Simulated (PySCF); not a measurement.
# [Pb(H2CO)]2+: a change of charge

Aim: at the relaxed geometry of [Pb(H2CO)]2+, try a change of charge. It is a constructed species; whether it can be made isn't addressed.

Program: PySCF 2.14.0. Level of theory: PBE0, Pb def2-SVP with ECP60, O def2-SVP, C def2-SVP, H def2-SVP; scalar-relativistic core potentials, no spin–orbit coupling. These are calculated values, not measurements.

1 further run of the same task is left out (for a known fault of the program).

## (1) Starting geometry

5 atoms, charge 2, spin multiplicity 1.

Bond lengths: Pb1–O2 2.251 Å, O2–C3 1.235 Å, C3–H4 1.108 Å, C3–H5 1.108 Å. Angles: Pb1–O2–C3 180.0°, O2–C3–H4 120.1°, O2–C3–H5 120.1°, H4–C3–H5 119.9°.

Geometry (Å):

```xyz
5
charge 2, multiplicity 1
Pb    0.00000    0.00000   -0.23882
O     0.00000    0.00000    2.01183
C     0.00000    0.00000    3.24689
H     0.95937    0.00000    3.80208
H    -0.95937    0.00000    3.80208
```

Formal oxidation states: Pb +2. An earlier session relaxed this geometry at PBE0, Pb def2-SVP with ECP60, O def2-SVP, C def2-SVP, H def2-SVP (singlet, point group C2v).

Its energy there is -306.467417 Eh.

## (2) One electron removed, multiplicity 2

File run.py (the lines that set the calculation):

```python
mol = gto.M(atom='''
Pb     0.00000     0.00000    -0.23882
O      0.00000     0.00000     2.01183
C      0.00000     0.00000     3.24689
H      0.95937     0.00000     3.80208
H     -0.95937     0.00000     3.80208''',
    basis={'Pb': 'def2-SVP', 'O': 'def2-SVP', 'C': 'def2-SVP', 'H': 'def2-SVP'},
    ecp={'Pb': 'def2-SVP'},
    charge=3, spin=1)
mf = dft.UKS(mol, xc='PBE0')
mf.grids.atom_grid = (50, 194)
mf = mf.density_fit()  # fitting sets: Pb def2-universal-JKFIT, O def2-universal-JKFIT, C def2-universal-JKFIT, H def2-universal-JKFIT
mf.conv_tol = 1e-08; mf.max_cycle = 55
mf.kernel(dm0)  # dm0: the density of the relaxed state
```

Started as:

```console
OMP_NUM_THREADS=2 python run.py
```

Log:

```text
init E= -306.476279773784
  HOMO = -0.710884853615  LUMO = -0.692245920856  gap/eV = 0.50719
cycle= 1 E= -305.605168797834  delta_E= 0.871  |g|= 0.34  |ddm|= 0.694
  HOMO = -1.11963239175  LUMO = -1.02340611897  gap/eV = 2.61845
cycle= 2 E= -305.546128195663  delta_E= 0.059  |g|= 0.554  |ddm|= 0.65
  HOMO = -1.09868699109  LUMO = -0.933376262807  gap/eV = 4.49833
cycle= 3 E= -305.661640263791  delta_E= -0.116  |g|= 0.133  |ddm|= 0.378
  HOMO = -1.07974466258  LUMO = -0.906282787954  gap/eV = 4.72014
cycle= 4 E= -305.669661006032  delta_E= -0.00802  |g|= 0.0161  |ddm|= 0.109
  HOMO = -1.07836057065  LUMO = -0.898163949825  gap/eV = 4.90340
cycle= 5 E= -305.669962980441  delta_E= -0.000302  |g|= 0.00591  |ddm|= 0.0244
  HOMO = -1.07967097373  LUMO = -0.897391081804  gap/eV = 4.96009
cycle= 6 E= -305.67002219674  delta_E= -5.92e-05  |g|= 0.00286  |ddm|= 0.0128
  HOMO = -1.0796509935  LUMO = -0.896928840293  gap/eV = 4.97212
cycle= 7 E= -305.670031642468  delta_E= -9.45e-06  |g|= 0.000736  |ddm|= 0.0051
  HOMO = -1.07961055363  LUMO = -0.89689806041  gap/eV = 4.97186
cycle= 8 E= -305.670032507085  delta_E= -8.65e-07  |g|= 0.000229  |ddm|= 0.00179
  HOMO = -1.07959677254  LUMO = -0.896882672224  gap/eV = 4.97190
cycle= 9 E= -305.670032577932  delta_E= -7.08e-08  |g|= 5.35e-05  |ddm|= 0.000411
  HOMO = -1.07960350809  LUMO = -0.896884734809  gap/eV = 4.97203
cycle= 10 E= -305.670032585897  delta_E= -7.97e-09  |g|= 2.19e-05  |ddm|= 0.00017
  HOMO = -1.0796038057  LUMO = -0.896881970534  gap/eV = 4.97211
Extra cycle  E= -305.670032586028  delta_E= -1.31e-10  |g|= 3.12e-05  |ddm|= 4.19e-05
converged SCF energy = -305.670032586028  <S^2> = 0.75649017  2S+1 = 2.0064797
```

Wall time 0.8 s (2 threads of Intel Xeon 6975P-C (Granite Rapids), shared host).

Result: E = -305.670033 Eh (+21.698 eV from the relaxed state), HOMO -29.38 eV, LUMO -24.41 eV (over both spins), ⟨S²⟩ = 0.756, Mulliken charge on Pb1 +1.90 e. 

## (3) One electron added, multiplicity 2

Edit run.py (the lines that set the calculation) of step 2 so:

```diff
@@ -8,3 +8,3 @@
     ecp={'Pb': 'def2-SVP'},
-    charge=3, spin=1)
+    charge=1, spin=1)
 mf = dft.UKS(mol, xc='PBE0')
```

Started as:

```console
OMP_NUM_THREADS=2 python run.py
```

Log:

```text
init E= -306.475347536442
  HOMO = -0.525150350789  LUMO = -0.519987697113  gap/eV = 0.14048
cycle= 1 E= -306.894381056691  delta_E= -0.419  |g|= 0.127  |ddm|= 0.879
  HOMO = -0.334283908423  LUMO = -0.263867384373  gap/eV = 1.91613
cycle= 2 E= -306.903453418603  delta_E= -0.00907  |g|= 0.119  |ddm|= 0.668
  HOMO = -0.357324902236  LUMO = -0.27147425076  gap/eV = 2.33612
cycle= 3 E= -306.910760940995  delta_E= -0.00731  |g|= 0.0501  |ddm|= 0.215
  HOMO = -0.36277972285  LUMO = -0.27531166394  gap/eV = 2.38013
cycle= 4 E= -306.911781051898  delta_E= -0.00102  |g|= 0.0165  |ddm|= 0.0434
  HOMO = -0.364560842782  LUMO = -0.276302107193  gap/eV = 2.40164
cycle= 5 E= -306.911884721585  delta_E= -0.000104  |g|= 0.00766  |ddm|= 0.0169
  HOMO = -0.365130799744  LUMO = -0.276772020723  gap/eV = 2.40436
cycle= 6 E= -306.911927625907  delta_E= -4.29e-05  |g|= 0.00213  |ddm|= 0.0103
  HOMO = -0.365144308557  LUMO = -0.276455457177  gap/eV = 2.41335
cycle= 7 E= -306.911941695354  delta_E= -1.41e-05  |g|= 0.000863  |ddm|= 0.0069
  HOMO = -0.36520298985  LUMO = -0.276525892245  gap/eV = 2.41303
cycle= 8 E= -306.911944288191  delta_E= -2.59e-06  |g|= 0.00028  |ddm|= 0.00354
  HOMO = -0.36523709468  LUMO = -0.276589617512  gap/eV = 2.41222
cycle= 9 E= -306.911944510183  delta_E= -2.22e-07  |g|= 0.000108  |ddm|= 0.00131
  HOMO = -0.365253211959  LUMO = -0.276623431013  gap/eV = 2.41174
cycle= 10 E= -306.911944531934  delta_E= -2.18e-08  |g|= 2.17e-05  |ddm|= 0.000455
  HOMO = -0.365254581507  LUMO = -0.276625192679  gap/eV = 2.41173
cycle= 11 E= -306.911944532382  delta_E= -4.48e-10  |g|= 3.02e-06  |ddm|= 6e-05
  HOMO = -0.365254645921  LUMO = -0.276625263809  gap/eV = 2.41173
Extra cycle  E= -306.911944532391  delta_E= -8.47e-12  |g|= 2.23e-06  |ddm|= 7.92e-06
converged SCF energy = -306.911944532391  <S^2> = 0.75498549  2S+1 = 2.0049793
```

It took 0.9 s on 2 threads of Intel Xeon 6975P-C (Granite Rapids), shared host.

Read off: E = -306.911945 Eh (-12.096 eV from the relaxed state), HOMO -9.94 eV, LUMO -7.87 eV (over both spins), ⟨S²⟩ = 0.755, Mulliken charge on Pb1 +0.86 e. 

## (4) Results

| state | energy from the relaxed state (eV) | ⟨S²⟩ | time |
| --- | --- | --- | --- |
| charge +2, singlet, vacuum (relaxed) | 0 | 0.00 |  |
| charge +1, doublet, vacuum | -12.10 | 0.75 | 0.9 s |
| charge +3, doublet, vacuum | 21.70 | 0.76 | 0.8 s |

An electron taken off or put on is at rest in vacuum. 

Removing an electron vertically costs 21.70 eV (doublet), against −HOMO = 19.09 eV. Adding an electron vertically releases 12.10 eV (doublet). These are double-zeta-type bases without diffuse functions. Spin–orbit coupling is left out.
